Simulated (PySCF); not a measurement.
# CH7N3Si2: the cost of one run

Computed with PySCF 2.14.0, with density-fitted response routines of our own, on a single molecule in the gas phase. Atoms count from 0, in the outputs and in this text.

## 1. Starting geometry

13 atoms, charge 0, multiplicity 1; geometry from: GFN2-xTB. The atoms were then displaced at random by about 0.01 Å, so the start is not that level's minimum.

Bonds of the start (Å): N0–C1 1.13, C1–Si2 1.87, Si2–N3 1.70, Si2–Si4 2.32, Si4–N5 1.73, Si2–H6 1.47, N3–H7 1.00, N3–H8 1.04, Si4–H9 1.47, Si4–H10 1.46, N5–H11 1.01, N5–H12 0.98.

## 2. Optimising the geometry at PBE0-D3(BJ)/def2-SVP

What the job is given:

```
{"job": {"xc": "PBE0", "basis": "def2-SVP", "d3": "d3bj", "grid": 1, "shake": 0.01, "kind": "geom"}, "charge": 0, "multiplicity": 1}
N     -2.138630     1.601800     1.951140
C     -1.716910     0.810140     1.271220
Si    -0.895920    -0.493670     0.211220
N     -1.549800    -0.207870    -1.330820
Si     1.382520    -0.105770     0.048030
N      1.894100     0.158450     1.680690
H     -1.318440    -1.737220     0.880840
H     -1.187540    -0.662960    -2.143590
H     -2.585250    -0.123810    -1.397600
H      1.728480     0.985580    -0.868240
H      2.146570    -1.273810    -0.370840
H      1.392610     0.793230     2.277890
H      2.854040     0.239010     1.872400
```

The run is started by

```bash
$ OMP_NUM_THREADS=1 python probes_run.py task.json out
```

This one command runs all jobs of the session in turn.

Q: Estimate the wall time and peak memory of this first job on 1 thread of Arm Neoverse V1, shared host.

About 2.1 min, with a peak of 0.5 GiB.
